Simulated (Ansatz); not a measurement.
**GaHCl2 (singlet): PBE-QIDH, RKS PBE0, RPA-PBE over a scan of the distance Cl1–Ga2, cc-pVDZ**

How well do these functionals follow the top wave-function level for GaHCl2 (singlet) over a scan of the distance Cl1–Ga2?

Program: Ansatz 0.2.0, Gaussian basis. Level of theory: cc-pVDZ, all electrons in the functionals, frozen cores in the correlation of double hybrids and RPA. These are calculated values, not measurements.

Plan: PBE-QIDH, RKS PBE0, RPA-PBE, at 1.684 Å; 1.923 Å; 2.129 Å; 2.327 Å; 2.573 Å; 2.981 Å; 3.486 Å; 3.936 Å; 4.746 Å; 5.869 Å; 7.155 Å (not every functional at every point).

47 further runs of the same task are left out: 12 for a known fault of the program, 3 for a mislabelled method, 29 that didn't finish, 3 set aside as unsound or not needed.

## 1. The system

The geometry derives from a PBE0/def2-TZVP stationary point (not a proven minimum). One bond is set to the value named and the two fragments are kept rigid. No spin-orbit coupling is included. The filled d shell of Ga may be among the frozen orbitals whatever the setting's name suggests; the logs give the count.

4 atoms, charge 0, spin multiplicity 1.

Atoms are counted from 1 here; the program's logs count them from 0.

Bond lengths: Cl1–Ga2 2.129 Å, Ga2–Cl3 2.129 Å, Ga2–H4 1.545 Å. Angles: Cl1–Ga2–Cl3 115.3°, Cl1–Ga2–H4 122.3°, Cl3–Ga2–H4 122.3°.

No dispersion term is added.

The geometry shown and the zero of energy belong to the point 2.129 Å. The yardstick, RCCSDT(Q), and other wave-function levels (R restricted, U unrestricted, valence and pair active spaces) come from earlier runs.

## 2. PBE-QIDH, 1.684 Å

in.yaml

```yaml
crystal:
  periodic: [false, false, false]
  atoms:
    - {symbol: Cl, position_ang: [0.000000, -0.401301, 1.516860]}
    - {symbol: Ga, position_ang: [0.000000, 0.499495, 0.094039]}
    - {symbol: Cl, position_ang: [0.000000, -0.639153, -1.704473]}
    - {symbol: H, position_ang: [0.000000, 2.044661, 0.094039]}
basis:
  gaussian: {orbitals: cc-pVDZ}
hamiltonian: {xc: {name: PBE-QIDH}}
correlation: {electrons: outside_noble_gas}
```

Command:

```bash
$ ansatz run in.yaml --threads 1 --pin off --events-out ev --progress --plain --max-ram 2393MiB
```

What it wrote (excerpt; [...] marks lines left out):

```text
Functional definition: PBE-QIDH
  name "PBE-QIDH"
  cite "Brémond, Sancho-García, Pérez-Jiménez & Adamo, J. Chem. Phys. 141, 031101 (2014) doi:10.1063/1.4890314"
  cite "Perdew, Burke & Ernzerhof, Phys. Rev. Lett. 77, 3865 (1996) doi:10.1103/PhysRevLett.77.3865"
[...]
760 factors; integrals over basis functions are off by at most 7.8e-4 eV
[...]
mean field -77403.45599437 eV, -2844.5245418464 hartree, gradient 6.5e-6 eV, S^2 0.000000; 0 other end points of the search recorded, 0 dependent functions left out
24 core orbitals not correlated: weight in the atoms' cores, before any rotation towards them, 0.743 or more for the frozen orbitals, at most 0.237 for the correlated occupied ones
reference -77403.45600422 eV, -2844.5245422081 hartree; 9, 9 occupied and 35, 35 virtual orbitals, 760 factors
second order -10.02011876 eV of doubles, -0.00000000 eV of singles
Total energy: -77406.79604380 eV, -2844.6472863990 hartree
```

Run time: 7 s. Hardware: 1 thread of Intel Xeon at 2.50GHz, shared host.

## 3. PBE-QIDH, 1.923 Å

in.yaml

```yaml
crystal:
  periodic: [false, false, false]
  atoms:
    - {symbol: Cl, position_ang: [0.000000, -0.497145, 1.668247]}
    - {symbol: Ga, position_ang: [0.000000, 0.531496, 0.043493]}
    - {symbol: Cl, position_ang: [0.000000, -0.607152, -1.755019]}
    - {symbol: H, position_ang: [0.000000, 2.076662, 0.043493]}
basis:
  gaussian: {orbitals: cc-pVDZ}
hamiltonian: {xc: {name: PBE-QIDH}}
correlation: {electrons: outside_noble_gas}
```

Launched as before.

What it wrote (excerpt; [...] marks lines left out):

```text
Functional definition: PBE-QIDH
  name "PBE-QIDH"
  cite "Brémond, Sancho-García, Pérez-Jiménez & Adamo, J. Chem. Phys. 141, 031101 (2014) doi:10.1063/1.4890314"
  cite "Perdew, Burke & Ernzerhof, Phys. Rev. Lett. 77, 3865 (1996) doi:10.1103/PhysRevLett.77.3865"
[...]
760 factors; integrals over basis functions are off by at most 8.3e-4 eV
[...]
mean field -77406.51238454 eV, -2844.6368621131 hartree, gradient 5.8e-6 eV, S^2 0.000000; 0 other end points of the search recorded, 0 dependent functions left out
24 core orbitals not correlated: weight in the atoms' cores, before any rotation towards them, 0.899 or more for the frozen orbitals, at most 0.090 for the correlated occupied ones
reference -77406.51239463 eV, -2844.6368624839 hartree; 9, 9 occupied and 35, 35 virtual orbitals, 760 factors
second order -10.06253920 eV of doubles, -0.00000000 eV of singles
Total energy: -77409.86657436 eV, -2844.7601263155 hartree
```

It took 7 s on 1 thread of Intel Xeon at 2.50GHz, shared host.

## 4. PBE-QIDH, 2.129 Å

in.yaml

```yaml
crystal:
  periodic: [false, false, false]
  atoms:
    - {symbol: Cl, position_ang: [0.000000, -0.579616, 1.798512]}
    - {symbol: Ga, position_ang: [0.000000, 0.559032, 0.000000]}
    - {symbol: Cl, position_ang: [0.000000, -0.579616, -1.798512]}
    - {symbol: H, position_ang: [0.000000, 2.104198, 0.000000]}
basis:
  gaussian: {orbitals: cc-pVDZ}
hamiltonian: {xc: {name: PBE-QIDH}}
correlation: {electrons: outside_noble_gas}
```

Launched as before.

What it wrote (excerpt; [...] marks lines left out):

```text
Functional definition: PBE-QIDH
  name "PBE-QIDH"
  cite "Brémond, Sancho-García, Pérez-Jiménez & Adamo, J. Chem. Phys. 141, 031101 (2014) doi:10.1063/1.4890314"
  cite "Perdew, Burke & Ernzerhof, Phys. Rev. Lett. 77, 3865 (1996) doi:10.1103/PhysRevLett.77.3865"
[...]
758 factors; integrals over basis functions are off by at most 8.9e-4 eV
[...]
mean field -77407.04189918 eV, -2844.6563214172 hartree, gradient 2.7e-6 eV, S^2 0.000000; 0 other end points of the search recorded, 0 dependent functions left out
24 core orbitals not correlated: weight in the atoms' cores, before any rotation towards them, 0.968 or more for the frozen orbitals, at most 0.030 for the correlated occupied ones
reference -77407.04190949 eV, -2844.6563217963 hartree; 9, 9 occupied and 35, 35 virtual orbitals, 758 factors
second order -10.09317736 eV of doubles, -0.00000000 eV of singles
Total energy: -77410.40630194 eV, -2844.7799609384 hartree
```

Wall time 8 s (1 thread of Intel Xeon at 2.50GHz, shared host).

## 5. PBE-QIDH, 2.327 Å

in.yaml

```yaml
crystal:
  periodic: [false, false, false]
  atoms:
    - {symbol: Cl, position_ang: [0.000000, -0.659157, 1.924148]}
    - {symbol: Ga, position_ang: [0.000000, 0.585589, -0.041948]}
    - {symbol: Cl, position_ang: [0.000000, -0.553059, -1.840460]}
    - {symbol: H, position_ang: [0.000000, 2.130755, -0.041948]}
basis:
  gaussian: {orbitals: cc-pVDZ}
hamiltonian: {xc: {name: PBE-QIDH}}
correlation: {electrons: outside_noble_gas}
```

The command is unchanged.

What it wrote (excerpt; [...] marks lines left out):

```text
Functional definition: PBE-QIDH
  name "PBE-QIDH"
  cite "Brémond, Sancho-García, Pérez-Jiménez & Adamo, J. Chem. Phys. 141, 031101 (2014) doi:10.1063/1.4890314"
  cite "Perdew, Burke & Ernzerhof, Phys. Rev. Lett. 77, 3865 (1996) doi:10.1103/PhysRevLett.77.3865"
[...]
756 factors; integrals over basis functions are off by at most 9.3e-4 eV
[...]
mean field -77406.79622347 eV, -2844.6472930016 hartree, gradient 9.1e-6 eV, S^2 0.000000; 0 other end points of the search recorded, 0 dependent functions left out
24 core orbitals not correlated: weight in the atoms' cores, before any rotation towards them, 0.980 or more for the frozen orbitals, at most 0.024 for the correlated occupied ones
reference -77406.79623389 eV, -2844.6472933844 hartree; 9, 9 occupied and 35, 35 virtual orbitals, 756 factors
second order -10.11883957 eV of doubles, -0.00000000 eV of singles
Total energy: -77410.16918041 eV, -2844.7712468829 hartree
```

It took 6.5 s on 1 thread of Intel Xeon at 2.50GHz, shared host.

From 2.129 Å: +5.5 kcal/mol.

## 6. PBE-QIDH, 2.573 Å

in.yaml

```yaml
crystal:
  periodic: [false, false, false]
  atoms:
    - {symbol: Cl, position_ang: [0.000000, -0.757809, 2.079969]}
    - {symbol: Ga, position_ang: [0.000000, 0.618527, -0.093974]}
    - {symbol: Cl, position_ang: [0.000000, -0.520121, -1.892486]}
    - {symbol: H, position_ang: [0.000000, 2.163693, -0.093974]}
basis:
  gaussian: {orbitals: cc-pVDZ}
hamiltonian: {xc: {name: PBE-QIDH}}
correlation: {electrons: outside_noble_gas}
```

The command is unchanged.

What it wrote (excerpt; [...] marks lines left out):

```text
Functional definition: PBE-QIDH
  name "PBE-QIDH"
  cite "Brémond, Sancho-García, Pérez-Jiménez & Adamo, J. Chem. Phys. 141, 031101 (2014) doi:10.1063/1.4890314"
  cite "Perdew, Burke & Ernzerhof, Phys. Rev. Lett. 77, 3865 (1996) doi:10.1103/PhysRevLett.77.3865"
[...]
756 factors; integrals over basis functions are off by at most 9.6e-4 eV
[...]
mean field -77406.10144394 eV, -2844.6217603248 hartree, gradient 1.9e-6 eV, S^2 0.000000; 0 other end points of the search recorded, 0 dependent functions left out
24 core orbitals not correlated: weight in the atoms' cores, before any rotation towards them, 0.981 or more for the frozen orbitals, at most 0.024 for the correlated occupied ones
reference -77406.10145438 eV, -2844.6217607085 hartree; 9, 9 occupied and 35, 35 virtual orbitals, 756 factors
second order -10.15398535 eV of doubles, -0.00000000 eV of singles
Total energy: -77409.48611616 eV, -2844.7461447348 hartree
```

It took 6.5 s on 1 thread of Intel Xeon at 2.50GHz, shared host.

From 2.129 Å: +21.2 kcal/mol.

## 7. PBE-QIDH, 2.981 Å

in.yaml

```yaml
crystal:
  periodic: [false, false, false]
  atoms:
    - {symbol: Cl, position_ang: [0.000000, -0.921425, 2.338404]}
    - {symbol: Ga, position_ang: [0.000000, 0.673156, -0.180261]}
    - {symbol: Cl, position_ang: [0.000000, -0.465492, -1.978773]}
    - {symbol: H, position_ang: [0.000000, 2.218322, -0.180261]}
basis:
  gaussian: {orbitals: cc-pVDZ}
hamiltonian: {xc: {name: PBE-QIDH}}
correlation: {electrons: outside_noble_gas}
```

Same command.

What it wrote (excerpt; [...] marks lines left out):

```text
Functional definition: PBE-QIDH
  name "PBE-QIDH"
  cite "Brémond, Sancho-García, Pérez-Jiménez & Adamo, J. Chem. Phys. 141, 031101 (2014) doi:10.1063/1.4890314"
  cite "Perdew, Burke & Ernzerhof, Phys. Rev. Lett. 77, 3865 (1996) doi:10.1103/PhysRevLett.77.3865"
[...]
756 factors; integrals over basis functions are off by at most 9.9e-4 eV
[...]
mean field -77404.79424681 eV, -2844.5737217164 hartree, gradient 4.9e-6 eV, S^2 0.000000; 0 other end points of the search recorded, 0 dependent functions left out
24 core orbitals not correlated: weight in the atoms' cores, before any rotation towards them, 0.983 or more for the frozen orbitals, at most 0.022 for the correlated occupied ones
reference -77404.79425751 eV, -2844.5737221096 hartree; 9, 9 occupied and 35, 35 virtual orbitals, 756 factors
second order -10.23121035 eV of doubles, -0.00000000 eV of singles
Total energy: -77408.20466096 eV, -2844.6990521248 hartree
```

It took 6.5 s on 1 thread of Intel Xeon at 2.50GHz, shared host.

From 2.129 Å: +50.8 kcal/mol.

## 8. PBE-QIDH, 3.486 Å

in.yaml

```yaml
crystal:
  periodic: [false, false, false]
  atoms:
    - {symbol: Cl, position_ang: [0.000000, -1.123941, 2.658280]}
    - {symbol: Ga, position_ang: [0.000000, 0.740772, -0.287062]}
    - {symbol: Cl, position_ang: [0.000000, -0.397876, -2.085574]}
    - {symbol: H, position_ang: [0.000000, 2.285938, -0.287062]}
basis:
  gaussian: {orbitals: cc-pVDZ}
magnetization: {spin_polarized: true, initial_magnetization: 0}
hamiltonian: {xc: {name: PBE-QIDH}}
correlation: {electrons: outside_noble_gas}
```

Same command.

What it wrote (excerpt; [...] marks lines left out):

```text
Functional definition: PBE-QIDH
  name "PBE-QIDH"
  cite "Brémond, Sancho-García, Pérez-Jiménez & Adamo, J. Chem. Phys. 141, 031101 (2014) doi:10.1063/1.4890314"
  cite "Perdew, Burke & Ernzerhof, Phys. Rev. Lett. 77, 3865 (1996) doi:10.1103/PhysRevLett.77.3865"
[...]
756 factors; integrals over basis functions are off by at most 1.0e-3 eV
[...]
mean field -77403.62007979 eV, -2844.5305718743 hartree, gradient 1.7e-6 eV, S^2 0.505399; 11 other end points of the search recorded, 0 dependent functions left out
24 core orbitals not correlated: weight in the atoms' cores, before any rotation towards them, 0.980 or more for the frozen orbitals, at most 0.026 for the correlated occupied ones
reference -77403.62009147 eV, -2844.5305723035 hartree; 9, 9 occupied and 35, 35 virtual orbitals, 756 factors
second order -9.65798617 eV of doubles, -0.00000000 eV of singles
Total energy: -77406.83942019 eV, -2844.6488804518 hartree
```

Wall time 39 s (1 thread of Intel Xeon at 2.50GHz, shared host).

From the report: ⟨S²⟩ of the determinant 0.505 (pure singlet: 0.00). The determinant is far from a pure spin state, so its energy mixes those of several spin states (harmless only where they are near-degenerate, as at dissociation).

From 2.129 Å: +82.3 kcal/mol.

## 9. PBE-QIDH, 3.936 Å

in.yaml

```yaml
crystal:
  periodic: [false, false, false]
  atoms:
    - {symbol: Cl, position_ang: [0.000000, -1.304400, 2.943319]}
    - {symbol: Ga, position_ang: [0.000000, 0.801025, -0.382231]}
    - {symbol: Cl, position_ang: [0.000000, -0.337623, -2.180743]}
    - {symbol: H, position_ang: [0.000000, 2.346191, -0.382231]}
basis:
  gaussian: {orbitals: cc-pVDZ}
magnetization: {spin_polarized: true, initial_magnetization: 0}
hamiltonian: {xc: {name: PBE-QIDH}}
correlation: {electrons: outside_noble_gas}
```

Launched as before.

What it wrote (excerpt; [...] marks lines left out):

```text
Functional definition: PBE-QIDH
  name "PBE-QIDH"
  cite "Brémond, Sancho-García, Pérez-Jiménez & Adamo, J. Chem. Phys. 141, 031101 (2014) doi:10.1063/1.4890314"
  cite "Perdew, Burke & Ernzerhof, Phys. Rev. Lett. 77, 3865 (1996) doi:10.1103/PhysRevLett.77.3865"
[...]
757 factors; integrals over basis functions are off by at most 1.0e-3 eV
[...]
mean field -77403.20183172 eV, -2844.5152015409 hartree, gradient 2.6e-6 eV, S^2 0.829460; 7 other end points of the search recorded, 0 dependent functions left out
24 core orbitals not correlated: weight in the atoms' cores, before any rotation towards them, 0.974 or more for the frozen orbitals, at most 0.031 for the correlated occupied ones
reference -77403.20184363 eV, -2844.5152019788 hartree; 9, 9 occupied and 35, 35 virtual orbitals, 757 factors
second order -9.25318227 eV of doubles, -0.00000000 eV of singles
Total energy: -77406.28623772 eV, -2844.6285513709 hartree
```

Run time: 35 s. Hardware: 1 thread of Intel Xeon at 2.50GHz, shared host.

From the report: ⟨S²⟩ of the determinant 0.829 (pure singlet: 0.00). The determinant is far from a pure spin state, so its energy mixes those of several spin states (harmless only where they are near-degenerate, as at dissociation).

From 2.129 Å: +95.0 kcal/mol.

## 10. PBE-QIDH, 4.746 Å

in.yaml

```yaml
crystal:
  periodic: [false, false, false]
  atoms:
    - {symbol: Cl, position_ang: [0.000000, -1.629227, 3.456388]}
    - {symbol: Ga, position_ang: [0.000000, 0.909479, -0.553536]}
    - {symbol: Cl, position_ang: [0.000000, -0.229169, -2.352048]}
    - {symbol: H, position_ang: [0.000000, 2.454645, -0.553536]}
basis:
  gaussian: {orbitals: cc-pVDZ}
magnetization: {spin_polarized: true, initial_magnetization: 0}
hamiltonian: {xc: {name: PBE-QIDH}}
correlation: {electrons: outside_noble_gas}
```

Launched as before.

What it wrote (excerpt; [...] marks lines left out):

```text
Functional definition: PBE-QIDH
  name "PBE-QIDH"
  cite "Brémond, Sancho-García, Pérez-Jiménez & Adamo, J. Chem. Phys. 141, 031101 (2014) doi:10.1063/1.4890314"
  cite "Perdew, Burke & Ernzerhof, Phys. Rev. Lett. 77, 3865 (1996) doi:10.1103/PhysRevLett.77.3865"
[...]
757 factors; integrals over basis functions are off by at most 1.0e-3 eV
[...]
mean field -77403.01146297 eV, -2844.5082056185 hartree, gradient 2.0e-8 eV, S^2 0.991743; 8 other end points of the search recorded, 0 dependent functions left out
24 core orbitals not correlated: weight in the atoms' cores, before any rotation towards them, 0.970 or more for the frozen orbitals, at most 0.036 for the correlated occupied ones
reference -77403.01147525 eV, -2844.5082060699 hartree; 9, 9 occupied and 35, 35 virtual orbitals, 757 factors
second order -9.00311908 eV of doubles, -0.00000000 eV of singles
Total energy: -77406.01251494 eV, -2844.6184922444 hartree
```

It took 59 s on 1 thread of Intel Xeon at 2.50GHz, shared host.

From the report: ⟨S²⟩ of the determinant 0.992 (pure singlet: 0.00). The determinant is far from a pure spin state, so its energy mixes those of several spin states (harmless only where they are near-degenerate, as at dissociation).

From 2.129 Å: +101.3 kcal/mol.

## 11. PBE-QIDH, 5.869 Å

in.yaml

```yaml
crystal:
  periodic: [false, false, false]
  atoms:
    - {symbol: Cl, position_ang: [0.000000, -2.079573, 4.167717]}
    - {symbol: Ga, position_ang: [0.000000, 1.059842, -0.791037]}
    - {symbol: Cl, position_ang: [0.000000, -0.078806, -2.589549]}
    - {symbol: H, position_ang: [0.000000, 2.605008, -0.791037]}
basis:
  gaussian: {orbitals: cc-pVDZ}
magnetization: {spin_polarized: true, initial_magnetization: 0}
hamiltonian: {xc: {name: PBE-QIDH}}
correlation: {electrons: outside_noble_gas}
```

The command is unchanged.

What it wrote (excerpt; [...] marks lines left out):

```text
Functional definition: PBE-QIDH
  name "PBE-QIDH"
  cite "Brémond, Sancho-García, Pérez-Jiménez & Adamo, J. Chem. Phys. 141, 031101 (2014) doi:10.1063/1.4890314"
  cite "Perdew, Burke & Ernzerhof, Phys. Rev. Lett. 77, 3865 (1996) doi:10.1103/PhysRevLett.77.3865"
[...]
757 factors; integrals over basis functions are off by at most 1.0e-3 eV
[...]
mean field -77402.98853732 eV, -2844.5073631166 hartree, gradient 6.1e-10 eV, S^2 1.009726; 6 other end points of the search recorded, 0 dependent functions left out
24 core orbitals not correlated: weight in the atoms' cores, before any rotation towards them, 0.969 or more for the frozen orbitals, at most 0.037 for the correlated occupied ones
reference -77402.98855029 eV, -2844.5073635930 hartree; 9, 9 occupied and 35, 35 virtual orbitals, 757 factors
second order -8.96771336 eV of doubles, -0.00000000 eV of singles
Total energy: -77405.97778807 eV, -2844.6172160555 hartree
```

Run time: 58 s. Hardware: 1 thread of Intel Xeon at 2.50GHz, shared host.

From the report: ⟨S²⟩ of the determinant 1.010 (pure singlet: 0.00). The determinant is far from a pure spin state, so its energy mixes those of several spin states (harmless only where they are near-degenerate, as at dissociation).

From 2.129 Å: +102.1 kcal/mol.

## 12. PBE-QIDH, 7.155 Å

in.yaml

```yaml
crystal:
  periodic: [false, false, false]
  atoms:
    - {symbol: Cl, position_ang: [0.000000, -2.595286, 4.982293]}
    - {symbol: Ga, position_ang: [0.000000, 1.232029, -1.063010]}
    - {symbol: Cl, position_ang: [0.000000, 0.093381, -2.861522]}
    - {symbol: H, position_ang: [0.000000, 2.777195, -1.063010]}
basis:
  gaussian: {orbitals: cc-pVDZ}
magnetization: {spin_polarized: true, initial_magnetization: 0}
hamiltonian: {xc: {name: PBE-QIDH}}
correlation: {electrons: outside_noble_gas}
```

Launched as before.

What it wrote (excerpt; [...] marks lines left out):

```text
Functional definition: PBE-QIDH
  name "PBE-QIDH"
  cite "Brémond, Sancho-García, Pérez-Jiménez & Adamo, J. Chem. Phys. 141, 031101 (2014) doi:10.1063/1.4890314"
  cite "Perdew, Burke & Ernzerhof, Phys. Rev. Lett. 77, 3865 (1996) doi:10.1103/PhysRevLett.77.3865"
[...]
757 factors; integrals over basis functions are off by at most 1.0e-3 eV
[...]
mean field -77402.98631755 eV, -2844.5072815415 hartree, gradient 4.6e-10 eV, S^2 1.009911; 6 other end points of the search recorded, 0 dependent functions left out
24 core orbitals not correlated: weight in the atoms' cores, before any rotation towards them, 0.969 or more for the frozen orbitals, at most 0.037 for the correlated occupied ones
reference -77402.98633150 eV, -2844.5072820540 hartree; 9, 9 occupied and 35, 35 virtual orbitals, 757 factors
second order -8.96617970 eV of doubles, -0.00000000 eV of singles
Total energy: -77405.97505806 eV, -2844.6171157295 hartree
```

It took 43 s on 1 thread of Intel Xeon at 2.50GHz, shared host.

From the report: ⟨S²⟩ of the determinant 1.010 (pure singlet: 0.00). The determinant is far from a pure spin state, so its energy mixes those of several spin states (harmless only where they are near-degenerate, as at dissociation).

From 2.129 Å: +102.2 kcal/mol.

## 13. RKS PBE0, 3.486 Å

in.yaml

```yaml
crystal:
  periodic: [false, false, false]
  atoms:
    - {symbol: Cl, position_ang: [0.000000, -1.123941, 2.658280]}
    - {symbol: Ga, position_ang: [0.000000, 0.740772, -0.287062]}
    - {symbol: Cl, position_ang: [0.000000, -0.397876, -2.085574]}
    - {symbol: H, position_ang: [0.000000, 2.285938, -0.287062]}
basis:
  gaussian: {orbitals: cc-pVDZ}
hamiltonian: {xc: {name: PBE0}}
```

Launched as before.

What it wrote (excerpt; [...] marks lines left out):

```text
Functional definition: PBE0
  name "PBE0"
  cite "Adamo & Barone, J. Chem. Phys. 110, 6158 (1999) doi:10.1063/1.478522"
  cite "Perdew, Burke & Ernzerhof, Phys. Rev. Lett. 77, 3865 (1996) doi:10.1103/PhysRevLett.77.3865"
  parent pbe
[...]
756 factors; integrals over basis functions are off by at most 1.0e-3 eV
[...]
mean field -77423.49323175 eV, -2845.2608967384 hartree, gradient 7.7e-5 eV, S^2 0.000000; 0 other end points of the search recorded, 0 dependent functions left out
reference -77423.49325933 eV, -2845.2608977518 hartree; 33, 33 occupied and 35, 35 virtual orbitals, 756 factors
Total energy: -77423.49325933 eV, -2845.2608977518 hartree
```

It took 4.7 s on 1 thread of Intel Xeon at 2.50GHz, shared host.

## 14. RKS PBE0, 3.936 Å

in.yaml

```yaml
crystal:
  periodic: [false, false, false]
  atoms:
    - {symbol: Cl, position_ang: [0.000000, -1.304400, 2.943319]}
    - {symbol: Ga, position_ang: [0.000000, 0.801025, -0.382231]}
    - {symbol: Cl, position_ang: [0.000000, -0.337623, -2.180743]}
    - {symbol: H, position_ang: [0.000000, 2.346191, -0.382231]}
basis:
  gaussian: {orbitals: cc-pVDZ}
hamiltonian: {xc: {name: PBE0}}
```

The command is unchanged.

What it wrote (excerpt; [...] marks lines left out):

```text
Functional definition: PBE0
  name "PBE0"
  cite "Adamo & Barone, J. Chem. Phys. 110, 6158 (1999) doi:10.1063/1.478522"
  cite "Perdew, Burke & Ernzerhof, Phys. Rev. Lett. 77, 3865 (1996) doi:10.1103/PhysRevLett.77.3865"
  parent pbe
[...]
757 factors; integrals over basis functions are off by at most 1.0e-3 eV
[...]
mean field -77422.75590753 eV, -2845.2338005730 hartree, gradient 7.4e-5 eV, S^2 0.000000; 2 other end points of the search recorded, 0 dependent functions left out
reference -77422.75593508 eV, -2845.2338015853 hartree; 33, 33 occupied and 35, 35 virtual orbitals, 757 factors
Total energy: -77422.75593508 eV, -2845.2338015853 hartree
```

It took 6.5 s on 1 thread of Intel Xeon at 2.50GHz, shared host.

[end of part 1 of 2]
